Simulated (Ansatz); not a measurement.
Predict the output of the script below (Ansatz's Python interface).

Input file `ti.extxyz`:
```text
3
Lattice="4.6 0.0 0.0 -2.3 3.98371686 0.0 0.0 0.0 2.82" Properties=species:S:1:pos:R:3 pbc="T T T"
Ti    0.00000000    0.00000000    0.00000000
Ti   -0.00000000    2.65581124    1.41000000
Ti    2.30000000    1.32790562    1.41000000
```

Script `compress_ti.py`:
```python
import ansatz as az
import numpy as np

def edges_and_angles(cell):
    cell = np.asarray(cell)
    a, b, c = np.linalg.norm(cell, axis=1)
    cosines = cell[1] @ cell[2] / (b * c), cell[0] @ cell[2] / (a * c), cell[0] @ cell[1] / (a * b)
    return (a, b, c, *np.degrees(np.arccos(cosines)))


def main() -> None:
    cell = az.Crystal.from_extxyz("ti.extxyz")

    setup = (
        cell.calculation()
        .scf(tolerance=1e-10)
        .pseudopotentials("paw")
        .functional("r2SCAN")
        .occupations("fermi_dirac", width=0.1)
        .kpoints(length=32)
    )

    rows = []
    for pressure in [0, 2, 4, 6, 8]:
        res = setup.relax(cell=True, pressure=pressure, force_tolerance=0.01).run(threads=1, pin="off")
        cell = res.lattice.cell_ang
        n_atoms = len(res.lattice.sites)
        volume = abs(np.linalg.det(cell)) / n_atoms
        enthalpy = res.report["free_energy_ev"] / n_atoms + pressure * volume / 160.21766
        rows.append((pressure, volume, enthalpy, *edges_and_angles(cell)))
        print(f"{pressure} GPa done: {volume:.4f} A^3/atom")

    print(" P (GPa)  V (A^3/atom)  H (eV/atom)     a       b       c")
    for row in rows:
        print("{:8.1f} {:12.4f} {:14.5f} {:7.4f} {:7.4f} {:7.4f}".format(*row[:6]))
    p, v = np.array([row[0] for row in rows], float), np.array([row[1] for row in rows])
    print("mean bulk modulus between rows (GPa):", np.round(-np.diff(p) / np.diff(np.log(v)), 1))


if __name__ == "__main__":
    main()
```

```console
$ python compress_ti.py
DeckWarning: basis.ecutwfc = 500 eV, auto-derived from the records' recommended cutoffs: set by Ti (their level for a meta-GGA)
0 GPa done: 17.0190 A^3/atom
2 GPa done: 16.7409 A^3/atom
4 GPa done: 16.4801 A^3/atom
6 GPa done: 16.2403 A^3/atom
8 GPa done: 16.0131 A^3/atom
 P (GPa)  V (A^3/atom)  H (eV/atom)     a       b       c
     0.0      17.0190    -2504.40000  4.5676  4.5676  2.8258
     2.0      16.7409    -2504.18932  4.5415  4.5415  2.8118
     4.0      16.4801    -2503.98199  4.5167  4.5167  2.7984
     6.0      16.2403    -2503.77781  4.4937  4.4937  2.7859
     8.0      16.0131    -2503.57656  4.4717  4.4717  2.7741
mean bulk modulus between rows (GPa): [121.4 127.4 136.5 141.9]
```
(Warnings from the package without file and line.)

The volume falls from 17.02 Å³ an atom at 0 GPa to 16.01 at 8 GPa, by 5.9 %. Between 0 and 2 GPa, -V dP/dV is about 121 GPa, a mean over that step.

Absolute energies stand on the zero of these potentials, so only differences at equal settings mean something. At a fixed pressure a relaxation lowers the enthalpy F + PV, while F alone can rise. This isn't the structure that Ti takes at ambient conditions. Symmetry holds the cell in this phase, whether or not it is the stable one at each pressure. It ran for 5.6 min on 1 thread of Arm Neoverse V1, on a shared host, peak memory 0.62 GiB.
